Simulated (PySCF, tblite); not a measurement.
# Si₄NH₁₁: a rotation path, then NMR shifts on frames

How do NMR shifts of Si₄NH₁₁ (`[SiH3][SiH2]N([SiH3])[SiH3]`) change as the atoms move?

Programs: tblite 0.8.0 and PySCF 2.14.0, with density-fitted response routines of our own. Each step states its level of theory. These are calculated values for one molecule in the gas phase, unless marked as measured. Atoms count from 0, in the outputs and in this text.

## Step 1: Starting geometry

16 atoms, charge 0, multiplicity 1; geometry from: GFN2-xTB.

Bonds of the start (Å): Si0–Si1 2.30, Si1–N2 1.76, N2–Si3 1.74, N2–Si4 1.74, Si0–H5 1.47, Si0–H6 1.47, Si0–H7 1.47, Si1–H8 1.47, Si1–H9 1.47, Si3–H10 1.46, Si3–H11 1.46, Si3–H12 1.47, Si4–H13 1.47, Si4–H14 1.46, Si4–H15 1.46.

## Step 2: A band between two rotamers with GFN2-xTB

Job settings and geometry (Å):

```
{"job": {"kind": "neb", "xc": "GFN2-xTB", "basis": "xTB", "atoms": [0, 1, 2, 3], "turn": 120}, "charge": 0, "multiplicity": 1}
Si     2.446674    -0.334413     0.468327
Si     0.701807    -0.608012    -1.011463
N     -0.793805     0.023370    -0.344068
Si    -1.718358    -0.955999     0.758314
Si    -1.117905     1.730640    -0.441343
H      3.698821    -0.863514    -0.086063
H      2.260252    -1.022806     1.753066
H      2.727930     1.065482     0.815187
H      0.410000    -2.008933    -1.349485
H      0.878543     0.095169    -2.290716
H     -3.104483    -0.499120     0.712079
H     -1.605735    -2.342310     0.310311
H     -1.183126    -0.828206     2.119580
H     -0.448038     2.436658     0.658239
H     -0.596563     2.201316    -1.722817
H     -2.563611     1.919621    -0.360560
```

With the program's defaults for keys left out, this is: GFN2-xTB climbing-image nudged elastic band, gas phase.

On the command line:

```
$ OMP_NUM_THREADS=1 python probes_run.py task.json out
```

The driver reads the jobs from task.json and runs them one after another.

Standard output:

```text
image   E - E0 / eV
  0       0.0000
  1       0.0080
  2       0.0267
  3       0.0473
  4       0.0527
  5       0.0463
  6       0.0404
  7       0.0290
  8       0.0097
```

It took 3.4 s on 1 thread of Arm Neoverse V2, shared host; peak memory 0.18 GiB.

The final band, with the dihedral Si0–Si1–N2–Si3:

```tsv
image	dihedral (°)	energy (eV)	energy (kcal/mol)
0	-82	0.000	0.0
1	-65	0.008	0.2
2	-48	0.027	0.6
3	-31	0.047	1.1
4	-10	0.053	1.2
5	13	0.046	1.1
6	36	0.040	0.9
7	59	0.029	0.7
8	72	0.010	0.2
```

## Step 3: NMR shieldings: image 0, PBE0/pcSseg-1

Job settings and geometry (Å):

```
{"job": {"kind": "nmr", "xc": "PBE0", "basis": "pcSseg-1", "pop": false}, "charge": 0, "multiplicity": 1}
Si     2.446700    -0.334400     0.468300
Si     0.701800    -0.608000    -1.011500
N     -0.793800     0.023400    -0.344100
Si    -1.718400    -0.956000     0.758300
Si    -1.117900     1.730600    -0.441300
H      3.698800    -0.863500    -0.086100
H      2.260300    -1.022800     1.753100
H      2.727900     1.065500     0.815200
H      0.410000    -2.008900    -1.349500
H      0.878500     0.095200    -2.290700
H     -3.104500    -0.499100     0.712100
H     -1.605700    -2.342300     0.310300
H     -1.183100    -0.828200     2.119600
H     -0.448000     2.436700     0.658200
H     -0.596600     2.201300    -1.722800
H     -2.563600     1.919600    -0.360600
```

With the program's defaults for keys left out, this is: GIAO PBE0/pcSseg-1 NMR shielding, non-relativistic, gas phase.

Standard output:

```text
coarse grid: 14384 points
cycle   1  E = -1218.6886647627  dE =  3.133e-03  |g| = 4.629e-01  |ddm| = 3.535e+00
cycle   2  E = -1218.6142435309  dE =  7.442e-02  |g| = 7.279e-01  |ddm| = 1.024e+00
cycle   3  E = -1218.7323446177  dE = -1.181e-01  |g| = 6.718e-02  |ddm| = 7.404e-01
cycle   4  E = -1218.7334190194  dE = -1.074e-03  |g| = 1.495e-02  |ddm| = 9.910e-02
cycle   5  E = -1218.7334783986  dE = -5.938e-05  |g| = 2.612e-03  |ddm| = 2.512e-02
cycle   6  E = -1218.7334805056  dE = -2.107e-06  |g| = 6.063e-04  |ddm| = 4.430e-03
final grid: 117792 points
cycle   7  E = -1218.7570882737  dE = -1.011e-05  |g| = 4.584e-03  |ddm| = 1.483e-02
cycle   8  E = -1218.7570803301  dE =  7.944e-06  |g| = 7.514e-03  |ddm| = 1.030e-02
cycle   9  E = -1218.7570924924  dE = -1.216e-05  |g| = 3.591e-04  |ddm| = 6.537e-03
cycle  10  E = -1218.7570925119  dE = -1.949e-08  |g| = 5.201e-05  |ddm| = 3.831e-04
cycle  11  E = -1218.7570925125  dE = -6.112e-10  |g| = 1.707e-05  |ddm| = 7.962e-05
converged SCF energy = -1218.7570925125

GIAO shielding tensors (ppm)
atom      isotropic    diamagn.    paramagn.     s11        s22        s33       span
  0 Si     476.824     880.880    -404.056    467.670    478.807    483.996     16.326
  1 Si     381.692     881.025    -499.333    332.509    341.298    471.269    138.760
  2 N      275.946     332.328     -56.381    259.969    276.567    291.303     31.335
  3 Si     392.290     880.844    -488.553    338.433    362.606    475.832    137.399
  4 Si     392.360     880.846    -488.487    338.665    362.521    475.893    137.228
  5 H       28.543      28.840      -0.297     25.326     25.670     34.632      9.306
  6 H       28.131      29.626      -1.495     24.628     26.647     33.119      8.491
  7 H       28.130      29.626      -1.495     24.625     26.646     33.119      8.494
  8 H       26.369      30.430      -4.061     22.694     25.475     30.938      8.244
  9 H       26.368      30.428      -4.060     22.696     25.471     30.936      8.240
 10 H       26.939      29.944      -3.004     23.309     25.370     32.138      8.828
 11 H       26.916      30.124      -3.208     23.544     25.488     31.717      8.172
 12 H       26.869      30.375      -3.506     23.138     25.202     32.268      9.130
 13 H       26.868      30.376      -3.508     23.134     25.209     32.262      9.128
 14 H       26.915      30.120      -3.205     23.544     25.478     31.723      8.180
 15 H       26.940      29.945      -3.006     23.311     25.376     32.132      8.821
```

Run time: 16 s. Hardware: 1 thread of Arm Neoverse V2, shared host; peak memory 0.85 GiB.

The references, computed at this level on geometries of the same kind, shield at (ppm): 1H TMS 31.72, 29Si TMS 349.2, 15N NH3 267.7. Their shielding less the atom's gives the shift. The references are single molecules in the gas phase, so shifts against H2O, NH3, PH3, H3PO4 or CFCl3 are not on the usual liquid scales and can be off by tens of ppm. Each atom is listed at this fixed geometry, with no averaging over motion; a spectrum would average atoms that exchange fast.

```tsv
atoms	environment	σ (ppm)	δ (ppm)
H9	hydrogen on a silicon bonded to N, Si	26.37	5.35
H8	hydrogen on a silicon bonded to N, Si	26.37	5.35
H13	hydrogen on a silicon bonded to N	26.87	4.85
H12	hydrogen on a silicon bonded to N	26.87	4.85
H14	hydrogen on a silicon bonded to N	26.91	4.80
H11	hydrogen on a silicon bonded to N	26.92	4.80
H10	hydrogen on a silicon bonded to N	26.94	4.78
H15	hydrogen on a silicon bonded to N	26.94	4.78
H7	hydrogen on a silicon bonded to Si	28.13	3.59
H6	hydrogen on a silicon bonded to Si	28.13	3.59
H5	hydrogen on a silicon bonded to Si	28.54	3.17
Si1	silicon bonded to N, Si, 2 H	381.7	-32.5
Si3	silicon bonded to N, 3 H	392.3	-43.1
Si4	silicon bonded to N, 3 H	392.4	-43.2
Si0	silicon bonded to Si, 3 H	476.8	-127.7
N2	nitrogen bonded to 3 Si	275.9	-8.2
```

## Step 4: NMR shieldings: image 2, PBE0/pcSseg-1

Job settings and geometry (Å):

```
{"job": {"kind": "nmr", "xc": "PBE0", "basis": "pcSseg-1", "pop": false}, "charge": 0, "multiplicity": 1}
Si     2.362100    -0.770900     0.580600
Si     0.791400    -0.346300    -1.048700
N     -0.721300     0.183300    -0.329700
Si    -1.386900    -0.734900     0.992400
Si    -1.436500     1.716500    -0.742600
H      3.658500    -1.129800    -0.004100
H      1.998400    -1.886300     1.463500
H      2.638800     0.364500     1.471300
H      0.456400    -1.511400    -1.888400
H      1.207300     0.717500    -1.973300
H     -2.837800    -0.574500     0.985500
H     -1.011700    -2.132800     0.779800
H     -0.832000    -0.254800     2.264700
H     -0.850700     2.767000     0.098800
H     -1.166300     1.975000    -2.152900
H     -2.877300     1.626900    -0.508400
```

Method: GIAO PBE0/pcSseg-1 NMR shielding, non-relativistic, gas phase.

Standard output:

```text
coarse grid: 14384 points
cycle   1  E = -1218.6885629353  dE =  2.026e-03  |g| = 4.643e-01  |ddm| = 3.541e+00
cycle   2  E = -1218.6156415099  dE =  7.292e-02  |g| = 7.251e-01  |ddm| = 1.032e+00
cycle   3  E = -1218.7324081995  dE = -1.168e-01  |g| = 6.582e-02  |ddm| = 7.459e-01
cycle   4  E = -1218.7334338234  dE = -1.026e-03  |g| = 1.476e-02  |ddm| = 9.897e-02
cycle   5  E = -1218.7334912807  dE = -5.746e-05  |g| = 2.698e-03  |ddm| = 2.502e-02
cycle   6  E = -1218.7334934980  dE = -2.217e-06  |g| = 5.952e-04  |ddm| = 4.453e-03
final grid: 117792 points
cycle   7  E = -1218.7570894734  dE = -1.007e-05  |g| = 4.642e-03  |ddm| = 1.570e-02
cycle   8  E = -1218.7570813738  dE =  8.100e-06  |g| = 7.602e-03  |ddm| = 1.051e-02
cycle   9  E = -1218.7570938263  dE = -1.245e-05  |g| = 3.398e-04  |ddm| = 6.705e-03
cycle  10  E = -1218.7570938425  dE = -1.626e-08  |g| = 5.257e-05  |ddm| = 3.500e-04
cycle  11  E = -1218.7570938432  dE = -6.271e-10  |g| = 1.715e-05  |ddm| = 8.222e-05
converged SCF energy = -1218.7570938432

GIAO shielding tensors (ppm)
atom      isotropic    diamagn.    paramagn.     s11        s22        s33       span
  0 Si     471.321     880.911    -409.590    458.703    472.042    483.217     24.514
  1 Si     386.991     881.137    -494.147    334.697    360.368    465.906    131.209
  2 N      289.666     332.521     -42.855    279.021    290.086    299.892     20.871
  3 Si     395.539     881.107    -485.568    349.025    369.717    467.876    118.851
  4 Si     389.578     880.232    -490.654    329.351    367.895    471.487    142.135
  5 H       28.463      28.867      -0.405     25.195     25.664     34.529      9.334
  6 H       27.997      29.757      -1.761     24.462     26.815     32.713      8.250
  7 H       28.096      29.800      -1.704     24.919     26.224     33.144      8.226
  8 H       26.445      29.893      -3.448     22.315     25.136     31.884      9.569
  9 H       26.539      30.587      -4.048     22.792     26.149     30.677      7.885
 10 H       26.962      30.224      -3.262     23.337     25.375     32.174      8.837
 11 H       26.898      30.628      -3.730     23.523     25.644     31.528      8.005
 12 H       26.960      30.722      -3.762     23.532     25.186     32.162      8.630
 13 H       26.858      29.696      -2.838     22.974     24.932     32.668      9.694
 14 H       26.927      29.600      -2.673     23.297     25.522     31.963      8.667
 15 H       26.913      29.573      -2.660     23.302     25.427     32.011      8.709
```

Wall time 15 s (1 thread of Arm Neoverse V2, shared host); peak memory 0.86 GiB.

Key values: δ Si1 -37.8, Si4 -40.4, Si3 -46.4, Si0 -122.2, H8 5.27, H9 5.18 ppm.

(Part 1 of 2 ends here.)
